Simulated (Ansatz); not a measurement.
# Ga: energy and pressure over a range of volumes

Aim: scale the cell of Ga up and down at fixed shape and fractional positions, and get the equilibrium volume and bulk modulus with LAPW, PAW and all-electron datasets made for the crystal.

Method: DFT PBEsol, scalar-relativistic, in Ansatz 0.2.0.

**1. Starting point**

Symmetry: I4/mmm, No. 139, tetragonal system. The conventional cell has a = 2.808 Å, b = 2.808 Å, c = 4.458 Å, α = 90.00°, β = 90.00°, γ = 90.00°. Around Ga (site symmetry 4/mmm) lie 12 Ga at 2.81 to 2.99 Å.

Coordinates:

```
CELL_PARAMETERS angstrom
-1.40400 1.40400 2.22900
1.40400 -1.40400 2.22900
1.40400 1.40400 -2.22900
ATOMIC_POSITIONS crystal
Ga 0.00000 0.00000 0.00000
```

**2. Volume × 0.94, LAPW**

The input, input.yaml:

```yaml
crystal:
  lattice:
    - [-1.3753388966, 1.3753388966, 2.1834974363]
    - [1.3753388966, -1.3753388966, 2.1834974363]
    - [1.3753388966, 1.3753388966, -2.1834974363]
  atoms:
    - { symbol: Ga, position: [0.0, 0.0, 0.0] }
kpoints:
  mp_grid: { grid: [16, 16, 16] }
  band_path:
    path:
      - [0.0, 0.0, 0.0]
      - [0.0, 0.0, 0.5]
      - [0.25, 0.25, 0.25]
      - [0.0, 0.5, 0.0]
      - [0.0, 0.0, 0.0]
      - [0.5, 0.5, -0.5]
      - [0.3491868475, 0.6508131525, -0.3491868475]
      - [-0.3491868475, 0.3491868475, 0.3491868475]
      - [0.0, 0.0, 0.0]
    npoints: 5
scf:
  occupations: { method: fermi_dirac, width: 0.03 }
hamiltonian:
  xc: pbesol
  pseudopotentials: { kind: all_electron, lapw: { basis_error: 0.001 } }
output:
  forces: true
  stress: true
  eigenvalues: true
```

Command:

```
> ansatz run input.yaml --threads 1 --pin off --max-ram 3072MiB --backend cpu --events-out ev --progress --plain --runs-dir out
```

**3. Volume × 0.94, PAW**

The input, input.yaml:

```yaml
crystal:
  lattice:
    - [-1.3753388966, 1.3753388966, 2.1834974363]
    - [1.3753388966, -1.3753388966, 2.1834974363]
    - [1.3753388966, 1.3753388966, -2.1834974363]
  atoms:
    - { symbol: Ga, position: [0.0, 0.0, 0.0] }
kpoints:
  mp_grid: { grid: [16, 16, 16] }
scf:
  occupations: { method: fermi_dirac, width: 0.03 }
hamiltonian:
  xc: pbesol
  pseudopotentials: { kind: paw }
output:
  forces: true
  stress: true
  eigenvalues: true
  efg: { contact_densities: true }
```

**4. Volume × 0.94, crystal datasets**

input.yaml: that of step 3 with these lines changed.

```diff
@@ -13,3 +13,3 @@
   xc: pbesol
-  pseudopotentials: { kind: paw }
+  pseudopotentials: { kind: all_electron, datasets: crystal }
 output:
```

**5. Volume × 0.98, LAPW**

The input, input.yaml:

```yaml
crystal:
  lattice:
    - [-1.3945768973, 1.3945768973, 2.2140398177]
    - [1.3945768973, -1.3945768973, 2.2140398177]
    - [1.3945768973, 1.3945768973, -2.2140398177]
  atoms:
    - { symbol: Ga, position: [0.0, 0.0, 0.0] }
kpoints:
  mp_grid: { grid: [16, 16, 16] }
  band_path:
    path:
      - [0.0, 0.0, 0.0]
      - [0.0, 0.0, 0.5]
      - [0.25, 0.25, 0.25]
      - [0.0, 0.5, 0.0]
      - [0.0, 0.0, 0.0]
      - [0.5, 0.5, -0.5]
      - [0.3491868475, 0.6508131525, -0.3491868475]
      - [-0.3491868475, 0.3491868475, 0.3491868475]
      - [0.0, 0.0, 0.0]
    npoints: 5
scf:
  occupations: { method: fermi_dirac, width: 0.03 }
hamiltonian:
  xc: pbesol
  pseudopotentials: { kind: all_electron, lapw: { basis_error: 0.001 } }
output:
  forces: true
  stress: true
  eigenvalues: true
```

**6. Volume × 0.98, PAW**

The input, input.yaml:

```yaml
crystal:
  lattice:
    - [-1.3945768973, 1.3945768973, 2.2140398177]
    - [1.3945768973, -1.3945768973, 2.2140398177]
    - [1.3945768973, 1.3945768973, -2.2140398177]
  atoms:
    - { symbol: Ga, position: [0.0, 0.0, 0.0] }
kpoints:
  mp_grid: { grid: [16, 16, 16] }
scf:
  occupations: { method: fermi_dirac, width: 0.03 }
hamiltonian:
  xc: pbesol
  pseudopotentials: { kind: paw }
output:
  forces: true
  stress: true
  eigenvalues: true
  efg: { contact_densities: true }
  write_density: true
  write_potential: true
  elf: true
  volumetric_format: npy
```

**7. Volume × 0.98, crystal datasets**

input.yaml: that of step 6 with these lines changed.

```diff
@@ -13,3 +13,3 @@
   xc: pbesol
-  pseudopotentials: { kind: paw }
+  pseudopotentials: { kind: all_electron, datasets: crystal }
 output:
@@ -19,5 +19 @@
   efg: { contact_densities: true }
-  write_density: true
-  write_potential: true
-  elf: true
-  volumetric_format: npy
```

**8. Volume × 1.01, LAPW**

The input, input.yaml:

```yaml
crystal:
  lattice:
    - [-1.4086644861, 1.4086644861, 2.23640537]
    - [1.4086644861, -1.4086644861, 2.23640537]
    - [1.4086644861, 1.4086644861, -2.23640537]
  atoms:
    - { symbol: Ga, position: [0.0, 0.0, 0.0] }
kpoints:
  mp_grid: { grid: [16, 16, 16] }
  band_path:
    path:
      - [0.0, 0.0, 0.0]
      - [0.0, 0.0, 0.5]
      - [0.25, 0.25, 0.25]
      - [0.0, 0.5, 0.0]
      - [0.0, 0.0, 0.0]
      - [0.5, 0.5, -0.5]
      - [0.3491868475, 0.6508131525, -0.3491868475]
      - [-0.3491868475, 0.3491868475, 0.3491868475]
      - [0.0, 0.0, 0.0]
    npoints: 5
scf:
  occupations: { method: fermi_dirac, width: 0.03 }
hamiltonian:
  xc: pbesol
  pseudopotentials: { kind: all_electron, lapw: { basis_error: 0.001 } }
output:
  forces: true
  stress: true
  eigenvalues: true
```

**9. Volume × 1.01, PAW**

The input, input.yaml:

```yaml
crystal:
  lattice:
    - [-1.4086644861, 1.4086644861, 2.23640537]
    - [1.4086644861, -1.4086644861, 2.23640537]
    - [1.4086644861, 1.4086644861, -2.23640537]
  atoms:
    - { symbol: Ga, position: [0.0, 0.0, 0.0] }
kpoints:
  mp_grid: { grid: [16, 16, 16] }
scf:
  occupations: { method: fermi_dirac, width: 0.03 }
hamiltonian:
  xc: pbesol
  pseudopotentials: { kind: paw }
output:
  forces: true
  stress: true
  eigenvalues: true
  efg: { contact_densities: true }
```

**10. Volume × 1.01, crystal datasets**

input.yaml: that of step 9 with these lines changed.

```diff
@@ -13,3 +13,3 @@
   xc: pbesol
-  pseudopotentials: { kind: paw }
+  pseudopotentials: { kind: all_electron, datasets: crystal }
 output:
```

**11. Volume × 1.04, LAPW**

The input, input.yaml:

```yaml
crystal:
  lattice:
    - [-1.422475803, 1.422475803, 2.2583323111]
    - [1.422475803, -1.422475803, 2.2583323111]
    - [1.422475803, 1.422475803, -2.2583323111]
  atoms:
    - { symbol: Ga, position: [0.0, 0.0, 0.0] }
kpoints:
  mp_grid: { grid: [16, 16, 16] }
  band_path:
    path:
      - [0.0, 0.0, 0.0]
      - [0.0, 0.0, 0.5]
      - [0.25, 0.25, 0.25]
      - [0.0, 0.5, 0.0]
      - [0.0, 0.0, 0.0]
      - [0.5, 0.5, -0.5]
      - [0.3491868475, 0.6508131525, -0.3491868475]
      - [-0.3491868475, 0.3491868475, 0.3491868475]
      - [0.0, 0.0, 0.0]
    npoints: 5
scf:
  occupations: { method: fermi_dirac, width: 0.03 }
hamiltonian:
  xc: pbesol
  pseudopotentials: { kind: all_electron, lapw: { basis_error: 0.001 } }
output:
  forces: true
  stress: true
  eigenvalues: true
```

**12. Volume × 1.04, PAW**

The input, input.yaml:

```yaml
crystal:
  lattice:
    - [-1.422475803, 1.422475803, 2.2583323111]
    - [1.422475803, -1.422475803, 2.2583323111]
    - [1.422475803, 1.422475803, -2.2583323111]
  atoms:
    - { symbol: Ga, position: [0.0, 0.0, 0.0] }
kpoints:
  mp_grid: { grid: [16, 16, 16] }
scf:
  occupations: { method: fermi_dirac, width: 0.03 }
hamiltonian:
  xc: pbesol
  pseudopotentials: { kind: paw }
output:
  forces: true
  stress: true
  eigenvalues: true
  efg: { contact_densities: true }
```

**13. Volume × 1.04, crystal datasets**

input.yaml: that of step 12 with these lines changed.

```diff
@@ -13,3 +13,3 @@
   xc: pbesol
-  pseudopotentials: { kind: paw }
+  pseudopotentials: { kind: all_electron, datasets: crystal }
 output:
```

(Steps that only read results are left out.)

What does the calculation give? Wanted: equilibrium volume; bulk modulus (for each run or level that gives them).

The runs gave:

| quantity | value |
| --- | --- |
| equilibrium volume (LAPW) | 17.757 Å³/atom |
| bulk modulus (LAPW) | 61 GPa |
| its pressure derivative (LAPW) | 4.0 |
| equilibrium volume (PAW) | 17.747 Å³/atom |
| bulk modulus (PAW) | 61 GPa |
| its pressure derivative (PAW) | 4.0 |
| equilibrium volume (crystal datasets) | 17.757 Å³/atom |
| bulk modulus (crystal datasets) | 61 GPa |
| its pressure derivative (crystal datasets) | 4.0 |

In words: By LAPW, the pressure vanishes at 17.76 Å³/atom (+1.0 % from the starting cell) and the bulk modulus there is 61 GPa (Birch-Murnaghan, third order). Shape and positions are held, so a fully relaxed modulus can be lower. PAW's volume lies -0.06 % and its modulus less than 0.1 % from LAPW's. No thermal or zero-point expansion is included.
